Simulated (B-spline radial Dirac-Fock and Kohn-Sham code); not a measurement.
**An X-ray data sheet for Ga²⁺, step by step**

What does theory give for the Ga²⁺ ion? The session works out the binding energy of each subshell, the widths and yields of its core holes and its two-hole states.

Program: B-spline radial Dirac-Fock and Kohn-Sham code, version 3. Model: a free atom or ion on a radial basis; each step names its model. All values are calculated, but those marked as tabulated.

## 1. The atom as given

Ga²⁺ in the configuration [Ar] 3d10 4s1, inside a Watson sphere of charge -2 and radius 1.8 Å (a model of the Madelung potential; inside it an electron's potential energy is raised by 16.0 eV).

```yaml
nuclear_charge: 31
electrons: 29
mass_number: 69
nuclear_rms_radius: 3.9973 fm
```

Outer shells as boxes (Hund's rule, for the drawing alone; heavy ions are jj-coupled, and the calculation averages over the configuration):

```
[Ar] core
3d [↑↓][↑↓][↑↓][↑↓][↑↓]
4s [↑ ]
```

## 2. Binding energies

Model: Dirac-Fock average of configuration, Delta-SCF, finite nucleus, first-order Breit with its frequency dependence, self-energy and vacuum polarisation.

Recorded inputs:

```ini
task = binding
Z = 31
charge = 2
configuration = 1s2 2s2 2p6 3s2 3p6 3d10 4s1
mass_number = 69
rms_radius = 3.9973  # fm
watson_charge = -2  # e
watson_radius = 1.8  # A
```

## 3. Decay of the holes

Model: independent-particle rates: relativistic LDA orbitals of the hole state, multipoles to L = 3 (length form), Coulomb Auger matrix elements with a Latter-tail continuum; energies from Dirac-Fock.

Recorded inputs:

```ini
task = decay
holes = ["K", "L1", "L2", "L3", "M1", "M2", "M3", "M4", "M5"]
```

## 4. Two holes

Model: Dirac-Fock average of configuration, Delta-SCF, finite nucleus, first-order Breit with its frequency dependence, self-energy and vacuum polarisation; two-hole levels by intermediate coupling within the shell, Auger rates as independent-particle Coulomb matrix elements.

The run's settings:

```ini
task = double
```

**Question.** What will these runs give? Wanted: deepest level listed, K; least bound, N1; Kα1; K hole: width, yield; largest U, K K; Kα hypersatellite shift; strongest line of K-L123.

As calculated:

| quantity | value |
| --- | --- |
| deepest level listed, K (1s) | 10382.7 eV |
| least bound, N1 (4s) | 13.77 eV |
| Kα1 | 9251.2 eV |
| K hole: width, yield | 1.73 eV, 0.513 |
| its lifetime | 0.381 fs |
| its strongest line | Kα1 (K-L3), 9251.2 eV |
| largest U, K K | 445.8 eV |
| Kα hypersatellite shift | +333.3 eV |
| strongest line of K-L123 | L2L3, J = 2, 8011.8 eV |

**Reading.** For K (1s), relaxation takes off 48.5 eV, Breit terms shift it by -13.63 and QED by -6.54 eV. The K hole lives 0.38 fs and decays mostly by X-ray emission (yield 0.51). Coster-Kronig decay rules L1, M2 and M3, where this model's widths can be far from the measured ones. U runs from 23.29 eV (M4 M4) to 445.8 eV (K K). An empty K shell moves Kα up by 333 eV. In the K-L123 Auger group the L2L3 J = 2 line carries 52 % of the rate. The Hartree-Fock and Dirac-Fock values hold no electron correlation.
